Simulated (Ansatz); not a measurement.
Here is an Ansatz 0.2.0 calculation.

Contents of input.yaml:

```yaml
crystal:
  lattice:
    - [6.65272, 0.04946, 0.02017]
    - [2.8607, 8.36464, 0.00384]
    - [2.68279, 2.46936, 9.19569]
  atoms:
    - { symbol: Ba, position: [0.80419, 0.04665, 0.02264] }
    - { symbol: Ba, position: [0.21205, 0.95157, 0.34012] }
    - { symbol: V, position: [0.7454, 0.70796, 0.33582], spin: 2.0 }
    - { symbol: V, position: [0.25963, 0.26599, 0.03225], spin: 2.0 }
    - { symbol: V, position: [0.04074, 0.07695, 0.66106], spin: 2.0 }
    - { symbol: Tl, position: [0.25636, 0.39847, 0.35003] }
    - { symbol: Tl, position: [0.58966, 0.34866, 0.60553] }
    - { symbol: Tl, position: [0.57327, 0.88069, 0.66842] }
    - { symbol: Tl, position: [0.74552, 0.49664, 0.11648] }
    - { symbol: Tl, position: [0.11891, 0.64206, 0.74303] }
    - { symbol: O, position: [0.28433, 0.09717, 0.54175] }
    - { symbol: O, position: [0.8535, 0.49575, 0.34386] }
    - { symbol: O, position: [0.40255, 0.20448, 0.17282] }
    - { symbol: O, position: [0.88414, 0.05377, 0.55967] }
    - { symbol: O, position: [0.14017, 0.47956, 0.98899] }
    - { symbol: O, position: [0.54627, 0.73631, 0.48712] }
    - { symbol: O, position: [0.90594, 0.24279, 0.73262] }
    - { symbol: O, position: [0.61543, 0.80058, 0.18857] }
    - { symbol: O, position: [0.05538, 0.16451, 0.10164] }
    - { symbol: O, position: [0.08209, 0.90404, 0.80708] }
    - { symbol: O, position: [0.44178, 0.20123, 0.89187] }
    - { symbol: O, position: [0.94269, 0.80417, 0.30862] }
kpoints:
  mp_grid: { grid: [4, 3, 2] }
  band_path:
    path: [[0.0, 0.0, 0.5], [0.0, 0.0, 0.0], [0.5, 0.0, 0.0]]
    npoints: 12
scf:
  occupations: { method: fermi_dirac, width: 0.05 }
hamiltonian:
  xc: revpbe
  pseudopotentials: { kind: all_electron, lapw: { basis_error: 0.003 } }
magnetization:
  spin_polarized: true
output:
  forces: true
  stress: true
  eigenvalues: true
```

Potentials or basis: all-electron LAPW, scalar-relativistic.

Command:

```console
$ ansatz run input.yaml --threads 8 --pin off --max-ram 30720MiB --backend cpu --events-out ev --progress --plain --runs-dir out
```

(1) Predict the largest force.

(2) Estimate the band gap along the path.

(3) Predict the absolute moment.

Results:

(1) 0.166 eV/Å.

(2) 2.99 eV, indirect (least direct gap 3.08 eV).

(3) 0.00 μB per cell.

Caveat: spin-orbit coupling is left out, which as a rule narrows the gap of such compounds by several tenths of an eV; the starting moments weren't kept.
